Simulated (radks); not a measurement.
**Mo⁺ in [Ar] 3d10 4s1.75 4p6 4d5.25: an all-electron calculation**

Aim: the levels, the sizes of the orbitals and the parts of the energy of the molybdenum ion Mo+.

The numbers are computed with radks (a radial shooting solver on a logarithmic mesh, Libxc functionals) version 1 (Dirac Kohn-Sham, PBE, spin-unpolarised, spherical densities, point nucleus; open shells fill j = l - 1/2 first), except any that are marked as measured or tabulated.

**1. Starting point**

| Property | Result |
| --- | --- |
| element | molybdenum (Z = 42) |
| charge | +1 |
| electrons | 41 |
| configuration | [Ar] 3d10 4s1.75 4p6 4d5.25 |

**2. The calculation**

Settings of this run:

```text
Z 42
configuration [Ar] 3d10 4s1.75 4p6 4d5.25 5s0 5p0 4f0 5d0
relativity Dirac
functional pbe,pbe
spin unpolarised
j_filling energy
nucleus point
c 137.035999084
```

**Question.** What will this run give?

As calculated:

```
                        quantity                   value
                    total energy     -4048.40561 hartree
exchange-correlation share of it                  3.05 %
                            −T/E                  1.0369
          highest occupied level       4d5/2, -10.523 eV
    most extended occupied level  4d5/2, <r> = 1.88 bohr
 radius at density 0.001 e/bohr³               3.99 bohr
    maxima of the radial density                       4
```

The radial density shows 4 maxima for 4 occupied principal shells. −T/E is 1.037: with relativity the kinetic term as defined here no longer equals −E. This is not the tabulated ground configuration, so its levels and sizes aren't those of the ground state, and no measured value stands beside it.
